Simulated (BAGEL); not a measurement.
# SiH4Se (SMILES [SiH3][SeH]) at HF/3-21G (density fitting with qzvpp-jkfit)

What is the vertical ionisation energy of SiH4Se at HF/3-21G (density fitting with qzvpp-jkfit)? 

The calculation is run with BAGEL 1.2.2.

2 further runs of the same task are left out: 2 set aside as unsound or not needed.

## Step 1: Starting point

SiH4Se has 6 atoms, charge 0, and is taken as a singlet. SMILES: `[SiH3][SeH]`. Geometry: relaxed at PBE0-D4/def2-TZVP.

Bond lengths: Si1–Se2 2.279 Å, Si1–H3 1.484 Å, Si1–H4 1.483 Å, Si1–H5 1.484 Å, Se2–H6 1.469 Å. Angles: Si1–Se2–H6 93.0°, Se2–Si1–H3 111.5°, Se2–Si1–H4 104.9°, Se2–Si1–H5 111.4°, H3–Si1–H4 110.0°, H3–Si1–H5 109.1°, H4–Si1–H5 110.0°.

## Step 2: The energy at HF/3-21G (density fitting with qzvpp-jkfit)

The input, job.json:

```json
{ "bagel" : [

{
  "title" : "molecule",
  "basis" : "3-21g",
  "df_basis" : "qzvpp-jkfit",
  "angstrom" : true,
  "geometry" : [
    { "atom" : "Si", "xyz" : [      -0.244700,      -0.234500,      -0.474600 ] },
    { "atom" : "Se", "xyz" : [       0.898700,      -0.252100,       1.496900 ] },
    { "atom" : "H", "xyz" : [      -1.605500,       0.334200,      -0.308700 ] },
    { "atom" : "H", "xyz" : [      -0.336900,      -1.659600,      -0.873400 ] },
    { "atom" : "H", "xyz" : [       0.479900,       0.537800,      -1.514300 ] },
    { "atom" : "H", "xyz" : [       0.850600,       1.210300,       1.627900 ] }
  ]
},

{
  "title" : "hf"
},

{
  "title" : "print",
  "file" : "orbitals.molden",
  "orbitals" : true
}

]}
```

Run with:

```console
$ BAGEL_NUM_THREADS=1 BAGEL job.json > job.out
```

The program printed:

```text
* using 1 threads per process

  ===============================================================
  ===============================================================

  *** Geometry ***

  { "atom" : "Si", "xyz" : [     -0.462416,     -0.443141,     -0.896864 ] },
  { "atom" : "Se", "xyz" : [      1.698297,     -0.476400,      2.828731 ] },
  { "atom" : "H", "xyz" : [     -3.033955,      0.631546,     -0.583358 ] },
  { "atom" : "H", "xyz" : [     -0.636649,     -3.136189,     -1.650487 ] },
  { "atom" : "H", "xyz" : [      0.906880,      1.016295,     -2.861612 ] },
  { "atom" : "H", "xyz" : [      1.607401,      2.287136,      3.076285 ] },

  Number of auxiliary basis functions:      466

  Since a DF basis is specified, we compute 2- and 3-index integrals:
    o Being stored without compression. Storage requirement is 0.007 GB

  Number of basis functions:       43
  Number of electrons      :       52

    * METHOD: MOLECULE                             0.16

  *** RHF ***

  === Nuclear Repulsion ===
   158.9379787741

      * DIIS with orbital gradients will be used.

  === RHF iteration (3-21g) ===
      0      -2678.15441550          0.00809592           0.03
      1      -2678.17862469          0.00182248           0.03
      2      -2678.17985682          0.00046850           0.03
      3      -2678.17996583          0.00007158           0.03
      4      -2678.17997022          0.00002088           0.03
      5      -2678.17997059          0.00000433           0.03
      6      -2678.17997060          0.00000064           0.03
      7      -2678.17997060          0.00000014           0.03
      8      -2678.17997060          0.00000003           0.03
      9      -2678.17997060          0.00000001           0.03
    * SCF iteration converged.

    * Permanent dipole moment:
           (    0.285585,    -0.331503,     0.444482) a.u.

    * METHOD: HF                                   0.43

    * METHOD: PRINT                                0.01

  ===============================================================
```

It took 0.75 s on 1 thread of Arm Neoverse V1, shared host.

## Step 3: The doublet cation

The input, input.json:

```json
{ "bagel" : [

{
  "title" : "molecule",
  "basis" : "3-21g",
  "df_basis" : "qzvpp-jkfit",
  "angstrom" : "true",
  "geometry" : [
    { "atom" : "Si", "xyz" : [      -0.244700,      -0.234500,      -0.474600 ] },
    { "atom" : "Se", "xyz" : [       0.898700,      -0.252100,       1.496900 ] },
    { "atom" : "H", "xyz" : [      -1.605500,       0.334200,      -0.308700 ] },
    { "atom" : "H", "xyz" : [      -0.336900,      -1.659600,      -0.873400 ] },
    { "atom" : "H", "xyz" : [       0.479900,       0.537800,      -1.514300 ] },
    { "atom" : "H", "xyz" : [       0.850600,       1.210300,       1.627900 ] }
  ]
},

{ "title" : "uhf", "charge" : 1, "nopen" : 1 },

{ "title" : "print", "file" : "orbitals.molden", "orbitals" : "true" }

]}
```

Run with:

```console
$ BAGEL_NUM_THREADS=1 BAGEL input.json > input.out
```

The program printed:

```text
* using 1 threads per process

  ===============================================================
  ===============================================================

  *** Geometry ***

  { "atom" : "Si", "xyz" : [     -0.462416,     -0.443141,     -0.896864 ] },
  { "atom" : "Se", "xyz" : [      1.698297,     -0.476400,      2.828731 ] },
  { "atom" : "H", "xyz" : [     -3.033955,      0.631546,     -0.583358 ] },
  { "atom" : "H", "xyz" : [     -0.636649,     -3.136189,     -1.650487 ] },
  { "atom" : "H", "xyz" : [      0.906880,      1.016295,     -2.861612 ] },
  { "atom" : "H", "xyz" : [      1.607401,      2.287136,      3.076285 ] },

  Number of auxiliary basis functions:      466

  Since a DF basis is specified, we compute 2- and 3-index integrals:
    o Being stored without compression. Storage requirement is 0.007 GB

  Number of basis functions:       43
  Number of electrons      :       52

    * METHOD: MOLECULE                             0.15

  *** Open-shell HF ***

  === Nuclear Repulsion ===
   158.9379787741

      * DIIS with orbital gradients will be used.

  === UHF iteration (3-21g) ===
      0      -2677.80708911          0.02003348           0.06
      1      -2677.86057643          0.00497793           0.06
      2      -2677.86392246          0.00158311           0.06
      3      -2677.86458256          0.00057261           0.06
      4      -2677.86472647          0.00012532           0.06
      5      -2677.86475374          0.00002071           0.06
      6      -2677.86476136          0.00000873           0.06
      7      -2677.86476516          0.00000487           0.06
      8      -2677.86476713          0.00000173           0.06
      9      -2677.86476751          0.00000033           0.06
     10      -2677.86476753          0.00000017           0.06
     11      -2677.86476754          0.00000009           0.06
     12      -2677.86476754          0.00000004           0.06
     13      -2677.86476754          0.00000002           0.06
     14      -2677.86476754          0.00000002           0.06
     15      -2677.86476754          0.00000001           0.06
    * SCF iteration converged.

    * S^2 (UHF) is 0.7578

    * Permanent dipole moment:
           (    0.185929,    -0.560528,     0.235557) a.u.

    * METHOD: UHF                                  1.03

    * METHOD: PRINT                                0.01

  ===============================================================
```

It took 1.3 s on 1 thread of Arm Neoverse V1, shared host.

## Step 4: Outcome

Level: HF/3-21G (density fitting with qzvpp-jkfit).

| quantity | value |
| --- | --- |
| singlet SiH4Se: total energy | -2678.17997 Eh |
| singlet SiH4Se: dipole moment | 1.59 D |
| singlet SiH4Se: HOMO energy | -9.60 eV |
| singlet SiH4Se: LUMO energy | 3.24 eV |
| singlet SiH4Se: HOMO–LUMO gap | 12.84 eV |
| doublet cation: total energy | -2677.86477 Eh |
| doublet cation: ⟨S²⟩ | 0.758 |
| vertical ionisation energy (to the doublet cation) | 8.577 eV |

**Reading.** Removing an electron at fixed nuclei costs 8.58 eV (828 kJ/mol). The negative HOMO energy of the first species, 9.60 eV, lies 1.02 eV above that difference.
